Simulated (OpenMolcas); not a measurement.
# CH3BF3Ge+ (SMILES [CH3][Ge+]([F])[B](F)F): levels of theory compared

Aim: a comparison of 6 runs (HF/def2-SVP, B3LYP/6-31G*, M06-2X/def2-SVP, SVWN5/def2-SVP, revPBE/def2-SVP, MP2/def2-SVP) of CH3BF3Ge+. 

Program for the calculation: OpenMolcas 26.06.

## 1. The structure to begin with

CH3BF3Ge+: 9 atoms, total charge +1, spin state singlet. SMILES: `[CH3][Ge+]([F])[B](F)F`. The C1–H8 distance was set to 1.974 Å, away from the relaxed value. At this shape a bond of the SMILES string is far longer than usual.

Bond lengths: C1–Ge2 2.003 Å, Ge2–F3 1.729 Å, Ge2–B4 2.228 Å, B4–F5 1.274 Å, B4–F6 1.276 Å, C1–H7 1.092 Å, C1–H9 1.097 Å. Angles: C1–Ge2–F3 103.8°, C1–Ge2–B4 154.9°, F3–Ge2–B4 101.3°, Ge2–B4–F5 115.3°, Ge2–B4–F6 119.5°, F5–B4–F6 125.2°, Ge2–C1–H7 111.8°, Ge2–C1–H9 107.2°, H7–C1–H9 110.7°.

## 2. The energy at HF/def2-SVP (run 1)

mol.input reads:

```
* CH3BF3Ge Hartree-Fock

&GATEWAY
  BasLib=$CurrDir
  Coord
  9
  angstrom
  C       -1.478473      -0.643256       0.672597
  Ge       0.477087      -0.208266       0.691747
  F        0.514307       1.520594       0.672197
  B        2.652227      -0.691346       0.721517
  F        3.433137       0.314074       0.779407
  F        3.025687      -1.911216       0.679617
  H       -1.654193      -1.719566       0.617337
  H       -2.263930       0.280640      -0.885140
  H       -1.913073      -0.226676       1.589407
  Basis=def2-SVP
  Group=NoSym

&SEWARD

&SCF
  Charge=1
  Thresholds=1e-10 1e-07 1e-07 1e-05
  PrOrbitals=1 1
```

The basis set def2-SVP is read from a file made from the Basis Set Exchange's data (not shown).

Command:

```
$ export MOLCAS_MEM=2480
$ pymolcas mol.input > mol.log
```

What it wrote:

```text
--- Start Module: gateway ---
[...]
--- Stop Module: gateway /rc=_RC_ALL_IS_WELL_ ---
--- Start Module: seward ---
[...]
      Basis functions          117
--- Stop Module: seward /rc=_RC_ALL_IS_WELL_ ---
[...]
--- Start Module: scf ---
[...]
       Convergence after  18 Iterations
[...]
::    Total SCF energy                              -2437.1412088576
[...]
      Total spin, S                                     0.0000000000
[...]
      Total electronic charge=   72.000000
      Total            charge=    1.000000
[...]
      Dipole Moment (debye):
      Origin of the operator (angstrom)=    1.1043   -0.2157    0.6943
                   X= -4.2449E+00               Y= -3.0208E+00               Z= -4.1947E-01           Total=  5.2269E+00
      Center of Charge (angstrom)
[...]
--- Stop Module: scf /rc=_RC_ALL_IS_WELL_ ---
[...]
```

It took 16 s on 1 thread of Intel Xeon 6975P-C (Granite Rapids), shared host; peak memory 0.84 GiB.

## 3. The energy at B3LYP/6-31G(d) (spherical functions) (run 2)

mol.inp reads:

```
* CH3BF3Ge Kohn-Sham DFT
&GATEWAY
BasLib=$CurrDir
Coord
9
angstrom
C       -1.478473      -0.643256       0.672597
Ge       0.477087      -0.208266       0.691747
F        0.514307       1.520594       0.672197
B        2.652227      -0.691346       0.721517
F        3.433137       0.314074       0.779407
F        3.025687      -1.911216       0.679617
H       -1.654193      -1.719566       0.617337
H       -2.263930       0.280640      -0.885140
H       -1.913073      -0.226676       1.589407
Basis=6-31Gs
Group=NoSym
&SEWARD
GridInput
Grid=UltraFine
End of Grid
&SCF
Charge=1
KSDFT=B3LYP
Thresholds=1e-10 1e-07 1e-07 1e-05
PrOrbitals=0
```

The basis set 6-31G* is read from a file made from the Basis Set Exchange's data (not shown).

Command:

```
$ export MOLCAS_MEM=2480
$ pymolcas mol.inp > mol.log
```

What it wrote:

```text
--- Start Module: gateway ---
[...]
--- Stop Module: gateway /rc=_RC_ALL_IS_WELL_ ---
--- Start Module: seward ---
[...]
      Basis functions          108
--- Stop Module: seward /rc=_RC_ALL_IS_WELL_ ---
[...]
--- Start Module: scf ---
[...]
       Convergence after  24 Iterations
[...]
::    Total KS-DFT energy                           -2440.7608628223
[...]
      Total spin, S                                     0.0000000000
[...]
      Total electronic charge=   72.000000
      Total            charge=    1.000000
[...]
      Dipole Moment (debye):
      Origin of the operator (angstrom)=    1.1043   -0.2157    0.6943
                   X= -3.7892E+00               Y= -2.5217E+00               Z= -3.1537E-01           Total=  4.5625E+00
      Center of Charge (angstrom)
[...]
--- Stop Module: scf /rc=_RC_ALL_IS_WELL_ ---
[...]
```

It took 35 s on 1 thread of Intel Xeon 6975P-C (Granite Rapids), shared host; peak memory 0.74 GiB.

Runs 3 to 5 aren't shown in full; the table further down has their settings and results.

## 4. A single-point energy at MP2/def2-SVP (run 6)

geom.xyz reads:

```xyz
9

C     -1.478473    -0.643256     0.672597
Ge     0.477087    -0.208266     0.691747
F      0.514307     1.520594     0.672197
B      2.652227    -0.691346     0.721517
F      3.433137     0.314074     0.779407
F      3.025687    -1.911216     0.679617
H     -1.654193    -1.719566     0.617337
H     -2.263930     0.280640    -0.885140
H     -1.913073    -0.226676     1.589407
```

mol.input reads:

```
&GATEWAY
BASLIB=$CurrDir
COORD=geom.xyz
BASIS=def2-SVP
GROUP=NoSym
&SEWARD
&SCF
CHARGE=1
THRESHOLDS=1e-10 1e-07 1e-07 1e-05
PRORBITALS=1 1
&MBPT2
FROZEN=14
```

The basis set def2-SVP is read from a file made from the Basis Set Exchange's data (not shown).

Command:

```
$ export MOLCAS_MEM=2480
$ pymolcas mol.input > mol.log
```

What it wrote:

```text
--- Start Module: gateway ---
[...]
--- Stop Module: gateway /rc=_RC_ALL_IS_WELL_ ---
[...]
      Basis functions          117
[...]
--- Start Module: scf ---
[...]
       Convergence after  18 Iterations
[...]
::    Total SCF energy                              -2437.1412088576
[...]
      Total spin, S                                     0.0000000000
[...]
      Total electronic charge=   72.000000
      Total            charge=    1.000000
[...]
      Dipole Moment (debye):
      Origin of the operator (angstrom)=    1.1043   -0.2157    0.6943
                   X= -4.2449E+00               Y= -3.0208E+00               Z= -4.1947E-01           Total=  5.2269E+00
      Center of Charge (angstrom)
[...]
--- Stop Module: scf /rc=_RC_ALL_IS_WELL_ ---
[...]
--- Start Module: mbpt2 ---
[...]
WARNING!
Default frozen orbitals as non valence orbitals is overwritten by user input.
Default values:  19
[...]
       Reference weight ( Cref**2 )         =        0.78708
::    Total MBPT2 energy                            -2438.1346247431
[...]
      Total MBPT2 calculations                           0.93      1.05
--- Stop Module: mbpt2 /rc=_RC_ALL_IS_WELL_ ---
[...]
```

Run time: 20 s. Hardware: 1 thread of Intel Xeon 6975P-C (Granite Rapids), shared host; peak memory 0.84 GiB.

## 5. All runs side by side

```csv
run,level,integration grid,frozen core orbitals,energy (Eh),HOMO energy (eV),LUMO energy (eV),HOMO–LUMO gap (eV),wall time
1,HF/def2-SVP,–,–,-2437.141209,-16.20,-5.99,10.21,16 s
2,B3LYP/6-31G* (spherical functions),UltraFine,–,-2440.760863,-13.59,-9.14,4.45,35 s
3,M06-2X/def2-SVP,UltraFine,–,-2440.334498,-14.88,-8.15,6.72,43 s
4,SVWN5/def2-SVP,UltraFine,–,-2434.787647,-12.96,-9.91,3.04,38 s
5,revPBE/def2-SVP,UltraFine,–,-2440.197825,-12.79,-9.67,3.12,44 s
6,MP2/def2-SVP,–,14,-2438.134625,-16.20,-5.99,10.21,20 s
```

## 6. Outcome

| quantity | value |
| --- | --- |
| run 6: total energy | -2438.13462 Eh |
| run 6: HOMO energy (Hartree–Fock orbitals) | -16.20 eV |
| run 6: LUMO energy (Hartree–Fock orbitals) | -5.99 eV |
| run 6: HOMO–LUMO gap (Hartree–Fock orbitals) | 10.21 eV |
| run 6: correlation energy (14 core orbitals frozen) | -993.4 mEh |

In words: Over runs 1, 2, 3, 4, 5 the HOMO–LUMO gap runs from 3.04 eV (SVWN5/def2-SVP) to 10.21 eV (HF/def2-SVP). Exact exchange widens orbital gaps. Totals of different functionals can't be ranked against each other. All runs together took 3.2 min, the longest 44 s.
